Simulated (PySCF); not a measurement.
# Cl3GeH: the cost of one run

Program: PySCF 2.14.0. Level of theory: levels as typed in each script, gas phase, geometry from GFN2-xTB. These are calculated values, not measurements.

**1. The starting structure**

SMILES `Cl[GeH](Cl)Cl`, 5 atoms, charge 0, spin multiplicity 1.

Bond lengths: Cl1–Ge2 2.111 Å, Ge2–Cl3 2.111 Å, Ge2–Cl4 2.111 Å, Ge2–H5 1.523 Å. Angles: Cl1–Ge2–Cl3 109.1°, Cl1–Ge2–Cl4 109.1°, Cl1–Ge2–H5 109.9°, Cl3–Ge2–Cl4 109.1°, Cl3–Ge2–H5 109.9°, Cl4–Ge2–H5 109.9°.

Geometry (Å):

```mol
Cl3GeH
  3D, bonds by distance, orders not assigned

  5  4  0  0  0  0  0  0  0  0999 V2000
   -1.5363   -1.2569    0.3001 Cl  0  0
   -0.0001    0.0001   -0.4178 Ge  0  0
   -0.3203    1.9588    0.3002 Cl  0  0
    1.8566   -0.7021    0.3002 Cl  0  0
    0.0008    0.0003   -1.9411 H   0  0
  1  2  8  0
  2  3  8  0
  2  4  8  0
  2  5  8  0
M  END
```

**2. Density, bond paths and surface potential (PBE/def2-tzvp)**

The input, input.py:

```python
import numpy as np
from pyscf import gto, scf, dft
from pyscf.scf import atom_ks, atom_hf
from scipy.linalg import block_diag

def solve(mol, dm0=None, hcore=None):
    mf = (dft.UKS if mol.spin else dft.RKS)(mol, xc='pbe')
    mf.grids.level = 3
    mf = mf.density_fit(auxbasis='def2-universal-jkfit')
    mf.conv_tol, mf.max_cycle = 1e-8, 80
    if hcore is not None:
        mf.get_hcore = lambda *args: hcore
    mf.kernel(dm0)
    if not mf.converged:
        mf = mf.newton().run(mf.mo_coeff, mf.mo_occ, max_cycle=30)
    assert mf.converged, 'SCF not converged'
    return mf

mol = gto.M(atom='''
Cl    -1.53627    -1.25687     0.30015
Ge    -0.00008     0.00006    -0.41775
Cl    -0.32026     1.95885     0.30021
Cl     1.85664    -0.70210     0.30016
H      0.00080     0.00029    -1.94109
''', basis='def2-tzvp', charge=0, spin=0, verbose=4)
mf = solve(mol)
mf.analyze()
# spherically averaged free atoms, for the promolecule
atm = atom_ks.get_atm_nrks(mol, xc='pbe')
pro = block_diag(*[(atm[a[0]][2] * atm[a[0]][3]) @ atm[a[0]][2].T for a in mol._atom])
np.savez('result.npz', e=mf.e_tot, c=mf.mo_coeff, occ=mf.mo_occ, eps=mf.mo_energy, pro=pro, dip=mf.dip_moment(verbose=0), s2=mf.spin_square()[0])
```

On the command line:

```
OMP_NUM_THREADS=1 python input.py
```

Q: Estimate wall time and peak memory on 1 thread of Intel Xeon Platinum 8259CL at 2.50GHz (Skylake/Cascade Lake), shared host.

About 21 s, with a peak of 0.56 GiB.
